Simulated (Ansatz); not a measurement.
The first iterations of a band of a periodic cell of 20 atoms, H$_{3}$W$_{8}$C$_{9}$ (surface WC(001), adsorbate CH3, already come apart at the first end).

These are results of DFT PBE-D3(BJ), scalar-relativistic, plane waves, PAW in Ansatz, not measurements. Settings: PAW set soft_1, cutoff 420 eV, k mesh 5x5x1, gaussian smearing 0.15 eV, no spin polarisation.

```json
{
  "movable images": "5",
  "climbing image": "yes",
  "spring": "5.0 eV/Å²",
  "optimiser": "quadratic models (default)",
  "start path": "IDPP",
  "force threshold": "0.05 eV/Å",
  "iteration limit": "36",
  "end points": "relaxed",
  "atoms held": "1, 5, 9, 13"
}
```

Initial state:

```xyz
20
Lattice="5.7491 0.0000 0.0000 -2.8745 4.9788 0.0000 0.0000 0.0000 16.2249" Properties=species:S:1:pos:R:3
W 0.000 0.000 1.000
C 1.447 0.828 2.345
W -0.004 -0.003 3.810
C 1.353 0.826 5.106
W -1.437 2.489 1.000
C 0.001 3.330 2.333
W -1.448 2.503 3.861
C -0.022 3.318 5.000
W 2.875 0.000 1.000
C 4.308 0.832 2.337
W 2.866 0.021 3.882
C 4.385 0.845 5.142
W 1.437 2.489 1.000
C 2.880 3.310 2.317
W 1.429 2.498 3.862
C 2.846 3.373 4.983
C 3.710 0.375 6.237
H 1.202 0.883 6.180
H 4.019 -0.558 6.719
H 3.017 1.005 6.790
```

Final state:

Only the atoms that move by more than 0.05 Å are listed.
```
W3 -0.009 0.021 3.882
C4 1.510 0.845 5.142
C8 -0.029 3.373 4.983
W11 2.870 -0.003 3.810
C12 4.227 0.826 5.106
C16 2.853 3.318 5.000
C17 6.585 0.375 6.237
H18 4.076 0.883 6.180
H19 6.894 -0.558 6.719
H20 5.891 1.005 6.790
```

| iteration | highest image above the first end (eV) | largest band force component (eV/Å) |
| --- | --- | --- |
| 1 | 7.906 | 6.735 |
| 2 | 4.995 | 5.940 |
| 3 | 3.078 | 9.001 |
| 4 | 2.217 | 3.403 |
| 5 | 1.597 | 1.813 |
| 6 | 1.502 | 1.370 |
| 7 | 1.363 | 1.066 |
| 8 | 1.393 | 1.280 |
| 9 | 1.439 | 0.525 |

**Question.** Does the band converge within its limit, and where does its top end?

**Answer.** It converged. It ended after 27 iterations with the highest image 1.652 eV above the first end. The profile has 2 maxima (images 1, 4) with wells between them (image 3): this band takes more than one step, which may be the mechanism or a detour left from its start path. Neighbouring images differ by up to 1.6 eV, so the band resolves the path poorly. By the program's own check the climbing image is of a kind that is not told: the force calls were inconclusive, a negative curvature could not be distinguished from the path's own, the only one lies far off the path, or fixed occupations may fill a level only in part (lowest curvatures found: -2.00 and 0.28 eV/Å²). Limits of this set-up: coarse k mesh, thin slab, slab without dipole correction, odd electron count without spin, a typed lattice constant that wasn't relaxed here.

Run time: 59 min on 4 threads of Arm Neoverse V2 (shared host), peak memory 3.9 GiB.
